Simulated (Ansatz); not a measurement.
# TaN: response to strain

TaN is deformed so: equal xx and yy strain of -3 %. What stress and forces result, by LAPW, PAW and all-electron datasets made for the crystal?

Program: Ansatz 0.2.0. Level of theory: DFT LDA, scalar-relativistic. These are calculated values, not measurements.

## (1) The system as given

The structure is hexagonal, space group P6/mmm (No. 191). Conventional cell: a = 5.185 Å, b = 5.185 Å, c = 2.908 Å, α = 90.00°, β = 90.00°, γ = 120.00°. Around Ta (site symmetry 6/mmm) lie 6 N at 2.59 Å and 2 Ta at 2.91 Å. Ta (site symmetry -6m2) has 6 N at 2.09 Å as nearest neighbours. N (site symmetry mmm) is surrounded by 6 Ta at 2.09 to 2.59 Å.

Coordinates:

```
CELL_PARAMETERS angstrom
5.18500 0.00000 0.00000
-2.59250 4.49034 0.00000
0.00000 0.00000 2.90800
ATOMIC_POSITIONS crystal
Ta 0.00000 0.00000 0.00000
Ta 0.33333 0.66667 0.50000
Ta 0.66667 0.33333 0.50000
N 0.50000 0.00000 0.00000
N 0.50000 0.50000 0.00000
N 0.00000 0.50000 0.00000
```

Atoms are numbered in the order of the input: Ta1, Ta2, Ta3, N4, N5, N6.

## (2) After the deformation

Space group P6/mmm before, P6/mmm after.

## (3) LAPW, all electrons

Contents of input.yaml:

```yaml
crystal:
  lattice:
    - [5.0294492781, 0.0, 0.0]
    - [-2.5147246391, 4.3556308419, 0.0]
    - [0.0, 0.0, 2.908]
  atoms:
    - { symbol: Ta, position: [0.0, 0.0, 0.0] }
    - { symbol: Ta, position: [0.3333333333, 0.6666666667, 0.5] }
    - { symbol: Ta, position: [0.6666666667, 0.3333333333, 0.5] }
    - { symbol: "N", position: [0.5, 0.0, 0.0] }
    - { symbol: "N", position: [0.5, 0.5, 0.0] }
    - { symbol: "N", position: [0.0, 0.5, 0.0] }
kpoints:
  mp_grid: { grid: [5, 5, 8] }
  band_path:
    path:
      - [0.0, 0.0, 0.0]
      - [0.5, 0.0, 0.0]
      - [0.3333333333, 0.3333333333, 0.0]
      - [0.0, 0.0, 0.0]
      - [0.0, 0.0, 0.5]
      - [0.5, 0.0, 0.5]
      - [0.3333333333, 0.3333333333, 0.5]
      - [0.0, 0.0, 0.5]
      - [0.5, 0.0, 0.5]
    npoints: 5
scf:
  occupations: { method: fermi_dirac, width: 0.03 }
hamiltonian:
  xc: lda
  pseudopotentials: { kind: all_electron, lapw: { basis_error: 0.0005 } }
output:
  forces: true
  stress: true
  eigenvalues: true
```

On the command line:

```
$ ansatz run input.yaml --threads 2 --pin off --max-ram 8192MiB --backend cpu --events-out ev --progress --plain --runs-dir out
```

## (4) PAW with frozen cores

Contents of input.yaml:

```yaml
crystal:
  lattice:
    - [5.0294492781, 0.0, 0.0]
    - [-2.5147246391, 4.3556308419, 0.0]
    - [0.0, 0.0, 2.908]
  atoms:
    - { symbol: Ta, position: [0.0, 0.0, 0.0] }
    - { symbol: Ta, position: [0.3333333333, 0.6666666667, 0.5] }
    - { symbol: Ta, position: [0.6666666667, 0.3333333333, 0.5] }
    - { symbol: "N", position: [0.5, 0.0, 0.0] }
    - { symbol: "N", position: [0.5, 0.5, 0.0] }
    - { symbol: "N", position: [0.0, 0.5, 0.0] }
kpoints:
  mp_grid: { grid: [5, 5, 8] }
scf:
  occupations: { method: fermi_dirac, width: 0.03 }
hamiltonian:
  xc: lda
  pseudopotentials: { kind: paw }
output:
  forces: true
  stress: true
  eigenvalues: true
  efg: { contact_densities: true }
```

## (5) Datasets made for this crystal

Edit input.yaml of step 4 so:

```diff
@@ -18,3 +18,3 @@
   xc: lda
-  pseudopotentials: { kind: paw }
+  pseudopotentials: { kind: all_electron, datasets: crystal }
 output:
```

(Steps that only read results are left out.)

What does the calculation give? Wanted: pressure; largest shear or deviatoric stress.

The runs gave:

| quantity | value |
| --- | --- |
| pressure | LAPW 14.36, PAW 14.58, crystal datasets 14.36 GPa |
| largest shear or deviatoric stress (LAPW) | 6.13 GPa |

The largest part of the stress beyond the pressure is 6.13 GPa in size, in the zz component; the atoms are carried along and not relaxed. No run of the undeformed cell stands beside it, so the pressure holds what the given cell had before the change. PAW: stress within 0.38 GPa of LAPW. Crystal datasets: stress within 0.01 GPa of LAPW. Spin-orbit coupling is left out, though the cell holds Ta; in elements this heavy it can shift bands and gaps by tenths of an eV.
